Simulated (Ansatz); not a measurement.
# Pd: the cost of one run

Method: DFT PBEsol, scalar-relativistic, plane waves, PAW, in Ansatz 0.2.0.

### Step 1. The system as given

The structure is cubic, space group Fm-3m (No. 225). The conventional cell has a = 3.890 Å, b = 3.890 Å, c = 3.890 Å, α = 90.00°, β = 90.00°, γ = 90.00°. Pd (site symmetry m-3m) is surrounded by 12 Pd at 2.75 Å.

As a file:

```
Pd
1.0
     0.00000    1.94490    1.94490
     1.94490    0.00000    1.94490
     1.94490    1.94490    0.00000
Pd
1
Direct
  0.00000 0.00000 0.00000
```

The cell is taken as given, not relaxed at this level.

### Step 2. Zero of energy

The reference gives a free energy of -6906.6579 eV, pressure -2.16 GPa, largest force 0.000 eV/Å and gap on the mesh none (metal). It was computed beforehand with the settings of the runs below.

### Step 3. Next: energy and stress against strain

The cell is strained by ε times the Voigt pattern (0, 0, 0, 0, 1, 0) (xx, yy, zz, yz, xz, xy; engineering shear), with fractional coordinates fixed (clamped ions). The stress on the pattern is the sum of the stress components weighted by it, tension positive.

### Step 4. ε = -0.0400

input.yaml reads:

```yaml
crystal:
  lattice:
    - [-0.038898, 1.9449, 1.9449]
    - [1.906002, 0.0, 1.906002]
    - [1.9449, 1.9449, -0.038898]
  atoms:
    - { symbol: Pd, position: [0.0, 0.0, 0.0] }
basis:
  ecutwfc: 420
kpoints:
  mp_grid: { grid: [20, 20, 20] }
hamiltonian:
  xc: pbesol
scf:
  occupations: { method: gaussian, width: 0.15 }
output:
  forces: true
  stress: true
  eigenvalues: true
```

Launch:

```bash
$ ansatz run input.yaml --threads 1 --pin off --max-ram 2560MiB --backend cpu --events-out ev --progress --plain --runs-dir out
```

**Question.** How long does this run take on 1 thread of Arm Neoverse V1, shared host, and how much memory does it need?

About 13 s, with a peak of 0.47 GiB.
